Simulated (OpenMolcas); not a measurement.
**Fe⁴⁺ among point charges: CASSCF and CASPT2 levels and susceptibility**

How does a field of 5 point charges split the states of Fe⁴⁺, and what χT follows?

The numbers are computed with OpenMolcas 26.06 (state-averaged CASSCF and CASPT2, spin-orbit coupling by RASSI with atomic mean-field integrals), except any that are marked as measured or tabulated.

## Step 1: What is computed

| Property | Result |
| --- | --- |
| Species | Fe⁴⁺ (iron, Z = 26, 22 electrons) |
| Basis | ANO-RCC-VTZP [6s5p3d2f1g], 59 functions |
| Scalar Hamiltonian | DKH2, point nucleus |
| Inactive shells | 1s 2s 2p 3s 3p |
| Active space | 4 electrons in 5 orbitals (3d) |
| Some configurations of this space | 3d4 |
| Orbitals | optimised for each spin and parity, averaged over all roots |

The outer shells:

3d4
```
3d [↑ ][↑ ][↑ ][↑ ][  ]
```

The ion sits among 5 point charges of -2 e arranged as a square pyramid (C4v), 2.07 Å from the ion, with the axial distance 2.505 Å.

The work runs as a chain of OpenMolcas steps in one folder; each step below is one input file. Labels, J, g values, rates, χT and fits are worked out afterwards by a script from the matrices that RASSI stores.

## Step 2: Basis and integrals

File a.inp:

```
&GATEWAY
Coord
1

Fe 0.0 0.0 0.0
Basis=ANO-RCC-VTZP
Group=NoSym
NoMove
AngMom=0.0 0.0 0.0
AMFI
XField
5 Angstrom 0
2.070000 0.000000 0.000000 -2.000000
0.000000 2.070000 0.000000 -2.000000
-2.070000 0.000000 0.000000 -2.000000
0.000000 -2.070000 0.000000 -2.000000
0.000000 0.000000 2.504700 -2.000000
&SEWARD
```

On the command line:

```sh
$ OMP_NUM_THREADS=1 MOLCAS_MEM=1689 MOLCAS_PROJECT=a pymolcas a.inp > a.log
```

## Step 3: CASSCF: quintets, 5 roots

File a.inp:

```
&RASSCF
FileOrb=start.orb
Symmetry=1
Spin=5
nActEl=4 0 0
Inactive=9
Ras2=5
CIRoot=5 5 1
SDav=5
CIMx=300
Iter=120 100
PrWF=0.3
OrbListing=Nothing
MaxOrb=0
>>> COPY $Project.JobIph JOB001
```

start.orb holds the contracted functions of the basis, ordered by shell, or the orbitals of the step before.

## Step 4: Reference wave functions, triplets, 45 roots

File a.inp:

```
&RASSCF
FileOrb=start.orb
Symmetry=1
Spin=3
nActEl=4 0 0
Inactive=9
Ras2=5
CIRoot=45 45 1
SDav=45
CIMx=300
Iter=120 100
PrWF=0.3
OrbListing=Nothing
MaxOrb=0
>>> COPY $Project.JobIph JOB002
```

## Step 5: CASSCF: singlets, 50 roots

File a.inp:

```
&RASSCF
FileOrb=start.orb
Symmetry=1
Spin=1
nActEl=4 0 0
Inactive=9
Ras2=5
CIRoot=50 50 1
SDav=50
CIMx=300
Iter=120 100
PrWF=0.3
OrbListing=Nothing
MaxOrb=0
>>> COPY $Project.JobIph JOB003
```

## Step 6: State interaction with spin-orbit coupling

File a.inp:

```
&RASSI
NrOfJobIphs=3 5 45 50
1 2 3 4 5
1 2 3 4 5 6 7 8 9 10 11 12 13 14 15 16 17 18 19 20 21 22 23 24 25 26 27
28 29 30 31 32 33 34 35 36 37 38 39 40 41 42 43 44 45
1 2 3 4 5 6 7 8 9 10 11 12 13 14 15 16 17 18 19 20 21 22 23 24 25 26 27
28 29 30 31 32 33 34 35 36 37 38 39 40 41 42 43 44 45 46 47 48 49 50
IphNames
JOB001
JOB002
JOB003
EJob
SpinOrbit
DIPRint=1.0
SOCoupling=1000.0
Subsets=2
Property=9
'ANGMOM' 1 'ANGMOM' 2 'ANGMOM' 3 'MLTPL  1' 1 'MLTPL  1' 2 'MLTPL  1' 3
'AMFI' 1 'AMFI' 2 'AMFI' 3
SOProperty=3
'ANGMOM' 1 'ANGMOM' 2 'ANGMOM' 3
```

## Step 7: CASPT2: IPEA 0.25, imaginary shift 0.1 (closed shells correlated: 3s 3p)

File a.inp:

```
>>> COPY JOB001 $Project.JobIph
&CASPT2
Multistate=5 1 2 3 4 5
NoMult
Frozen=5
IPEA=0.25
Imaginary=0.1
MaxIter=60
WThr=0.0 0.3 0.05
PrWF=0.5
NoMix
>>> COPY JOB002 $Project.JobIph
&CASPT2
Multistate=45 1 2 3 4 5 6 7 8 9 10 11 12 13 14 15 16 17 18 19 20 21 22
23 24 25 26 27 28 29 30 31 32 33 34 35 36 37 38 39 40 41 42 43 44 45
NoMult
Frozen=5
IPEA=0.25
Imaginary=0.1
MaxIter=60
WThr=0.0 0.3 0.05
PrWF=0.5
NoMix
>>> COPY JOB003 $Project.JobIph
&CASPT2
Multistate=50 1 2 3 4 5 6 7 8 9 10 11 12 13 14 15 16 17 18 19 20 21 22
23 24 25 26 27 28 29 30 31 32 33 34 35 36 37 38 39 40 41 42 43 44 45 46
47 48 49 50
NoMult
Frozen=5
IPEA=0.25
Imaginary=0.1
MaxIter=60
WThr=0.0 0.3 0.05
PrWF=0.5
NoMix
```

(Steps that only read results are left out.)

Before running it: what results should come out? Wanted: spin-free ground state; first state of the same spin within the active space; lowest level; next level.

The runs gave:

| quantity | value |
| --- | --- |
| method | SS-CASPT2, IPEA 0.25, imaginary shift 0.1 (closed shells correlated: 3s 3p) |
| spin-free ground state | quintet, 1-fold in its orbital part |
| first state of the same spin within the active space | quintet at 1810 cm⁻¹ |
| lowest level | 1-fold |
| next level | 0.4 cm⁻¹ |
| χT at 300 K | 2.38 cm³ K/mol |
| effective moment at 300 K | 4.36 μB |

Cost by method:

```
                                              method  time of its own steps  time with the reference
                                           A. CASSCF                   20 s                     20 s
B. SS-CASPT2, IPEA 0.25, imaginary shift 0.1, +3s 3p                   19 s                     39 s
```

Times are of one thread on a shared host.

In words: The spin-free ground state (quintet) comes to 100 % from free-ion D terms and keeps the highest spin of the shell. χT at 300 K is 2.38, against 3.01 cm³ K/mol for the spin alone, so spin-orbit coupling lowers it. An active space of the d shell alone favours high spin; real ions in strong fields can be low spin. The field of point charges can differ much from that of real complexes. With metal d orbitals alone active, the gaps between spin states are rough; where two lie within a few thousand cm-1, their order is open. Point charges carry no covalency, so the field is a model and not that of real ligands.
